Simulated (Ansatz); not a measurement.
Turn this script for Ansatz's Python interface into the input file that the command-line program reads.

`scf_k3re.py`
```python
'''Single point of K3Re, atoms off their sites.'''

from collections import Counter
from pathlib import Path
import json

import ansatz as az
import numpy as np

config = {
    'cutoff_ev': 470,
    'smearing': 'fermi_dirac',
}


def main() -> None:
    xtal = (
        az.Lattice.of((0.0, 4.41662, 4.41662), (4.41662, 0.0, 4.41662), (4.41662, 4.41662, 0.0))
        .atom('K', (0.76696, 0.74434, 0.73827))
        .atom('K', (0.24363, 0.24898, 0.26986))
        .atom('K', (0.51357, 0.4954, 0.49965))
        .atom('Re', (0.00432, 0.98759, 0.99174))
    )

    # the calculation
    calc = (
        xtal.calculation()
        .functional(az.Functional.LDA)
        .basis(config['cutoff_ev'])
        .kpoints(4)
        .occupations(config['smearing'])
        .potential()
        .density()
        .electron_localization_function()
        .output_files(volumetric_format='npy')
    )
    out = calc.run(events_out='events.ndjson')
    summary = out.report
    with open('events.ndjson') as stream:
        kinds = Counter(json.loads(line)['event'] for line in stream)
    print('events:', {kind: kinds[kind] for kind in ('scf_iter', 'scf_done', 'notice', 'finished')})

    for key in ('converged', 'n_iterations', 'n_electrons', 'n_kpoints', 'n_pw', 'n_symmetry_ops', 'free_energy_ev', 'fermi_energy_ev'):
        print(f'{key:18s} {summary[key]}')

    print('doubts on the final state:', summary['published_state_doubts'] or 'none')
    print('warnings:', sorted({n['data']['kind'] for n in out.notices if n['data'].get('severity') in ('warning', 'doubt')}) or 'none')

    v = out.potential()
    line = v.v_es_ev.mean(axis=(0, 1))
    print('planar mean of the electrostatic potential along the third grid axis (eV):')
    print(np.round(line[:: max(len(line) // 12, 1)], 3))

    # ELF is 0.5 in a uniform gas and nears 1 where pairs localise
    folder = Path(out.write_results('elf'))
    elf = np.load(folder / 'elf.npy')
    peak = np.unravel_index(elf.argmax(), elf.shape)
    print(f'largest ELF {elf.max():.3f} at grid fractions', np.round(np.array(peak) / elf.shape, 3))
    for level in (0.2, 0.5, 0.7, 0.8, 0.9):
        print(f'share of the cell with ELF over {level}: {np.mean(elf > level):.3f}')


if __name__ == '__main__':
    main()
```

Output of `python scf_k3re.py`:
```text
events: {'scf_iter': 10, 'scf_done': 1, 'notice': 2, 'finished': 1}
converged          True
n_iterations       10
n_electrons        42.0
n_kpoints          36
n_pw               3943
n_symmetry_ops     1
free_energy_ev     -15088.841259344952
fermi_energy_ev    4.068440348377757
doubts on the final state: none
warnings: none
planar mean of the electrostatic potential along the third grid axis (eV):
[1.283 2.139 3.259 3.137 2.577 2.417 2.216 1.903 1.959 2.411 2.573 2.535
 2.798 2.563 1.682]
largest ELF 0.879 at grid fractions [0.289 0.289 0.311]
share of the cell with ELF over 0.2: 0.464
share of the cell with ELF over 0.5: 0.116
share of the cell with ELF over 0.7: 0.076
share of the cell with ELF over 0.8: 0.050
share of the cell with ELF over 0.9: 0.000
```

`input.yaml`:
```yaml
crystal:
  lattice:
    - [0.0, 4.41662, 4.41662]
    - [4.41662, 0.0, 4.41662]
    - [4.41662, 4.41662, 0.0]
  atoms:
    - { symbol: K, position: [0.76696, 0.74434, 0.73827] }
    - { symbol: K, position: [0.24363, 0.24898, 0.26986] }
    - { symbol: K, position: [0.51357, 0.4954, 0.49965] }
    - { symbol: Re, position: [0.00432, 0.98759, 0.99174] }
basis:
  ecutwfc: 470.0
kpoints:
  mp_grid: { grid: [4, 4, 4] }
hamiltonian:
  xc: lda
scf:
  occupations: { method: fermi_dirac }
output:
  write_density: true
  write_potential: true
  volumetric_format: npy
  elf: true
```

The program run on that file:
```console
$ ansatz run input.yaml --threads 1 --pin off --max-ram 3072MiB --backend cpu --events-out ev --progress --plain --runs-dir out
Engine: ansatz 0.2.0, aarch64-unknown-linux-gnu
Pseudopotentials: kind: paw
Pseudopotential: K, paw, valence charge 9, recommended cutoff 420 eV (normal), K.paw.azcp
Pseudopotential: Re, paw, valence charge 15, recommended cutoff 420 eV (normal), Re.paw.azcp
Functional definition: SPW92
  exchange = slater_x
  correlation = pw_c
Crystal: 4 atoms, lattice volume = 172.306 Å³
Basis set: ecut = 470 eV, 3943 PW (Γ)
Bands: 26, of which v1, the nominal top of the filled ones, is band 21 counted from 1 (20 counted from 0)
Symmetry: 1 space group operations
Space group: P1 (ITA 1), of the structure as read, at distance tolerance 5.6e-5 Å
k-points: 36 of 64 (time reversal used)
Non-local potential: K, projectors of the file, l = 0: 3, l = 1: 2, l = 2: 2
Non-local potential: Re, projectors of the file, l = 0: 3, l = 1: 2, l = 2: 2, l = 3: 1
PAW form: soft (Blöchl's): semilocal exchange-correlation on the pseudo side does not see the compensation charge
PAW frozen core: K, regenerated for the run's functional, and the local potential with it (the file was generated under x = pbe(κ = 0.804, μ = 0.2195149727645171), c = pbe(β = 0.06672455060314922))
PAW frozen core: Re, regenerated for the run's functional, and the local potential with it (the file was generated under x = pbe(κ = 0.804, μ = 0.2195149727645171), c = pbe(β = 0.06672455060314922))
PAW one-centre angular grid: K, 110 points (default); XC on 64 Gauss nodes
PAW one-centre angular grid: Re, 590 points (default); XC on 64 Gauss nodes
Initial density: superposition of atomic densities (neutral atoms: chi_scale 0, normalization atom), corrected by the library's trained network
Initial wavefunctions: pseudopotential atomic-orbital guess
Functional: x = slater, c = lda
SCF iter   1: F=—  HF=-15088.847169 eV  |F-HF|=—  |Δ(HF+E_count)|=         —  Δρ=5.23e-3  dr2=6.49e-2  ethr=1.77e-3  ⟨swp⟩=6.1  Hψ=4057  notcnv=0
preconditioner: auto → Kerker (q_TF=auto, 2.156 Å⁻¹)  [metal: Δε(μ)=0.005 eV  Ē_g=1.944 eV  σ=0.100 eV  W_gap=0.01  n_scr=26 (ndim 8)  ℏωp=8.9 eV  f_vac=0.000  D(μ)=15.21/eV (n_scr^D=168)]
SCF iter   2: F=—  HF=-15088.842623 eV  |F-HF|=—  |Δ(HF+E_count)|=   4.55e-3  Δρ=2.52e-3  dr2=9.57e-3  ethr=1.54e-4  ⟨swp⟩=1.0  Hψ=1224  notcnv=0
SCF iter   3: F=—  HF=-15088.841363 eV  |F-HF|=—  |Δ(HF+E_count)|=   1.26e-3  Δρ=4.73e-4  dr2=3.21e-4  ethr=2.28e-5  ⟨swp⟩=2.1  Hψ=1069  notcnv=0
SCF iter   4: F=—  HF=-15088.841454 eV  |F-HF|=—  |Δ(HF+E_count)|=   9.15e-5  Δρ=5.78e-4  dr2=4.70e-4  ethr=7.64e-7  ⟨swp⟩=3.0  Hψ=1914  notcnv=0
SCF iter   5: F=—  HF=-15088.841392 eV  |F-HF|=—  |Δ(HF+E_count)|=   6.18e-5  Δρ=1.33e-4  dr2=5.30e-5  ethr=7.64e-7  ⟨swp⟩=1.6  Hψ=969  notcnv=0
SCF iter   6: F=—  HF=-15088.841260 eV  |F-HF|=—  |Δ(HF+E_count)|=   1.33e-4  Δρ=2.66e-5  dr2=4.79e-6  ethr=1.26e-7  ⟨swp⟩=1.1  Hψ=940  notcnv=0
SCF iter   7: F=—  HF=-15088.841259 eV  |F-HF|=—  |Δ(HF+E_count)|=   4.77e-7  Δρ=1.08e-5  dr2=2.96e-7  ethr=1.14e-8  ⟨swp⟩=1.4  Hψ=964  notcnv=0
SCF iter   8: F=—  HF=-15088.841259 eV  |F-HF|=—  |Δ(HF+E_count)|=   3.96e-8  Δρ=1.49e-5  dr2=3.28e-7  ethr=2.38e-10  ⟨swp⟩=2.1  Hψ=1910  notcnv=0
SCF iter   9: F=—  HF=-15088.841259 eV  |F-HF|=—  |Δ(HF+E_count)|=   3.42e-8  Δρ=9.20e-6  dr2=1.33e-7  ethr=7.05e-10  ⟨swp⟩=1.9  Hψ=1015  notcnv=0
SCF iter  10: F=-15088.841259 eV  HF=-15088.841259 eV  |F-HF|=8.36e-9  |Δ(HF+E_count)|=   2.00e-8  Δρ=2.09e-6  dr2=1.16e-8  ethr=2.38e-10  ⟨swp⟩=2.0  Hψ=1253  notcnv=0
SCF 1 converged in 10 iterations: F = -15088.841259 eV  dr2 = 1.16e-8
  greatest PAW one-centre occupation: 0.999 electrons in one spin orbital (limit 2), on the Re atom at site 3 (counted from 0), in its partial waves of l = 0
SCF converged after 10 iterations
Free energy (F): -15088.841259 eV
Harris-Foulkes:  -15088.841259 eV  (|F-HF|=8.36e-9)
Internal energy: -15088.371940 eV  (E = F + TS)
E sigma→0 (E₀):  -15088.606600 eV
Entropy (-TS):   -0.469319 eV (-117.330 meV/atom)
Fermi energy:    4.068440 eV
--- Per-component energies (eV) ---
  E_band       = -688.080215
  E_kinetic    = 1289.909326
  E_local      = -3683.384621  (includes V_loc(G=0)·N_el)
  E_nonlocal   = 110.295043
  E_hartree    = 1308.619954
  E_xc         = -787.777214
  E_vxc        = -779.966463  (∫ρ·V_xc dr)
  E_paw        = -10631.957804  (= ΣΔE_a)
  E_vpaw       = -242.170577  (= ΣTr[D̂ρ^β])
  E_aug_tail   = -0.000045  (compensation charges beyond the density's cutoff)
  E_ewald      = -2695.168155
  E_core_change = 1.091576  (= ΣΔE_core)
  E_smearing   = -0.469319  (= −TS)
  E_closure    = 0.000000  (closes the sum)
  Σ components = -15088.841259   (vs F -15088.841259, Δ=0.00e0)
--- Band table (eV; the first three rows and the last of 36) ---
  k-point 0: bands = ["-74.9005", "-36.7485", "-36.7398", "-36.7224", "-27.3526", "-26.6797", "-26.6702", "-11.0695", "-11.0549", "-11.0355", "-10.4201", "-10.4167", "-10.4024", "-10.3412", "-10.3380", "-10.3345", "0.8999", "3.8752", "3.8784", "3.9478", "3.9517", "3.9584", "5.9696", "5.9755", "5.9923", "6.8117"]
  k-point 1: bands = ["-74.9005", "-36.7485", "-36.7398", "-36.7224", "-27.3523", "-26.6787", "-26.6716", "-11.0728", "-11.0576", "-11.0380", "-10.4095", "-10.4077", "-10.3867", "-10.3529", "-10.3488", "-10.3440", "1.2715", "3.8792", "3.9107", "3.9129", "3.9967", "3.9975", "4.5385", "5.8729", "5.8795", "7.3758"]
  k-point 2: bands = ["-74.9005", "-36.7485", "-36.7398", "-36.7224", "-27.3519", "-26.6766", "-26.6740", "-11.0760", "-11.0602", "-11.0401", "-10.3981", "-10.3951", "-10.3768", "-10.3643", "-10.3602", "-10.3525", "1.8617", "3.4418", "3.8940", "3.9262", "3.9274", "4.0700", "4.0739", "5.7397", "5.7636", "7.2397"]
  k-point 35: bands = ["-74.9005", "-36.7485", "-36.7398", "-36.7224", "-27.3518", "-26.6764", "-26.6745", "-11.0736", "-11.0603", "-11.0422", "-10.3981", "-10.3787", "-10.3770", "-10.3711", "-10.3685", "-10.3532", "1.8364", "3.4743", "3.9143", "3.9230", "3.9321", "4.0872", "4.0895", "5.7156", "5.7605", "7.1477"]
```

Reading the output:
- Total energies depend on the potentials; only differences at equal settings carry meaning. A total without «per atom» is that of the cell as typed.
- For a metal this k-point mesh is coarse: on a finer one energies can move by several to tens of meV an atom and pressures by half a GPa or more, differences at one mesh by less.
- The zero of the levels is a convention of the potentials, so an absolute Fermi energy is no work function.
- Spin-orbit coupling, which matters for elements this heavy, is left out.
- Grid values close to the nuclei reflect the PAW or pseudopotential construction, not the all-electron fields.
- The cell is a database structure, distorted on purpose.
- Timing: 16 s on 1 thread of Arm Neoverse V1 (shared host), peak memory 0.49 GiB.

(Lines on the test bed's own set-up are left out of the output.)
